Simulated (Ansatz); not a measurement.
**F2GeH2O: one species, many methods**

How much do the methods differ for F2GeH2O? The plan is to run it at one geometry with functionals of several rungs and with coupled cluster. The yardstick is the atomisation energy at the CCSD(T) limit.

Program: Ansatz 0.2.0, Gaussian basis. Level of theory: functionals in def2-TZVPP, the program's frozen cores in correlated methods. These are calculated values, not measurements.

Plan: LDA (SPW92), PBE-D4, revPBE-D4, BLYP-D4, r2SCAN-D4, B97M-V, PBE0-D4, B3LYP-D4, r2SCANh-D4, r2SCAN0-D4, HSE06-D4, BHLYP-D4, CAM-B3LYP-D4, LC-ωPBE, ωB97X-V, ωB97M-V, B2PLYP, PBE-QIDH; CCSD(T)/def2-SVP; CCSD(T)/def2-TZVPP; MP2/def2-QZVPP; extrapolation to the limit; RPA on PBE.

**1. The geometry**

All runs share one geometry, relaxed beforehand with PBE0-D4 in a triple-zeta def2 set.

6 atoms, charge 0, spin multiplicity 1.

Atoms are counted from 1 here; the program's logs count them from 0.

Bond lengths: O1–Ge2 1.742 Å, O1–H5 0.961 Å, Ge2–F3 1.720 Å, Ge2–F4 1.720 Å, Ge2–H6 1.516 Å. Angles: Ge2–O1–H5 114.0°, O1–Ge2–F3 109.3°, O1–Ge2–F4 109.3°, O1–Ge2–H6 111.4°, F3–Ge2–F4 103.5°, F3–Ge2–H6 111.5°, F4–Ge2–H6 111.5°.

As a file:

```xyz
6
charge 0, multiplicity 1
O     0.0864    1.0490   -0.9099
Ge    0.0759   -0.1023    0.3968
F     1.0428   -1.4591   -0.0315
F    -1.5023   -0.7681    0.5564
H    -0.2077    0.6880   -1.7510
H     0.5468    0.5284    1.6929
```

**2. LDA**

This LDA is Slater exchange with PW92 correlation.

Input file in.yaml:

```yaml
crystal:
  periodic: [false, false, false]
  atoms:
    - {symbol: O, position_ang: [0.086389, 1.048992, -0.909910]}
    - {symbol: Ge, position_ang: [0.075943, -0.102265, 0.396820]}
    - {symbol: F, position_ang: [1.042831, -1.459139, -0.031509]}
    - {symbol: F, position_ang: [-1.502253, -0.768064, 0.556448]}
    - {symbol: H, position_ang: [-0.207652, 0.688041, -1.750968]}
    - {symbol: H, position_ang: [0.546843, 0.528434, 1.692919]}
basis:
  gaussian: {orbitals: def2-TZVPP}
hamiltonian: {xc: lda}
output: {orbitals: {seedname: orbitals}}
```

After this run come: PBE-D4 (GGA); revPBE-D4 (GGA); BLYP-D4 (GGA); r2SCAN-D4 (meta-GGA); B97M-V (meta-GGA); PBE0-D4 (hybrid); B3LYP-D4 (hybrid); r2SCANh-D4 (hybrid); r2SCAN0-D4 (hybrid); HSE06-D4 (hybrid); BHLYP-D4 (hybrid); CAM-B3LYP-D4 (range-separated); LC-ωPBE-D4 (range-separated); ωB97X-V (range-separated); ωB97M-V (range-separated); B2PLYP (double hybrid); PBE-QIDH (double hybrid); CCSD(T) in def2-SVP; CCSD(T) in def2-TZVPP; MP2 in def2-QZVPP; RPA on PBE orbitals.

Before running them: what should the planned runs give, taken together? Wanted: atomisation energy, CCSD(T)/CBS; farthest beyond LDA; mean size of error, GGA; mean size of error, meta-GGA; mean size of error, hybrid; mean size of error, range-separated; mean size of error, double hybrid; gap, smallest and largest; T1 diagnostic.

As calculated:

| quantity | value |
| --- | --- |
| atomisation energy, CCSD(T)/CBS | 2145.2 kJ/mol |
| functionals within 21.5 kJ/mol (1.0 %) | PBE-D4, r2SCAN-D4, B97M-V, CAM-B3LYP-D4, ωB97X-V |
| farthest beyond LDA | BHLYP-D4 (-149.3 kJ/mol) |
| mean size of error, GGA | 35.8 kJ/mol |
| mean size of error, meta-GGA | 14.9 kJ/mol |
| mean size of error, hybrid | 77.0 kJ/mol |
| mean size of error, range-separated | 22.0 kJ/mol |
| mean size of error, double hybrid | 48.0 kJ/mol |
| gap, smallest and largest | 6.89 eV (BLYP-D4), 15.18 eV (LC-ωPBE) |
| T1 diagnostic | 0.0122 |
| triples share of the correlation energy | 3.1 % |

In words: The LDA atomisation energy is off by 347.2 kJ/mol (16 %): it overbinds. PBE-D4 is off by +10.5 kJ/mol. Double hybrids carry the basis error of their MP2 part in triple zeta, and no dispersion term here, so their miss is partly the set-up's. By mean error the best rung here is meta-GGA (14.9 kJ/mol) and the worst beyond LDA is hybrid (77.0 kJ/mol). The gap between the best rungs is small, so their order is not settled. The mean of the hybrids holds BHLYP, with half exact exchange. Misses under about 21.5 kJ/mol are within the doubt on the reference itself, which lacks core-valence correlation, relativity and higher excitations, and its outer-core shells are covered unevenly. Hartree-Fock recovers 68 % of the binding; the rest is correlation. CCSD(T) in def2-SVP is off by -178.2 kJ/mol, so the small basis spoils what the method gains. The gap grows from 6.9 to 15.2 eV across the functionals, mostly with the share of exact exchange. Correlated methods include outer-core shells of Ge, which these sets cover unevenly.
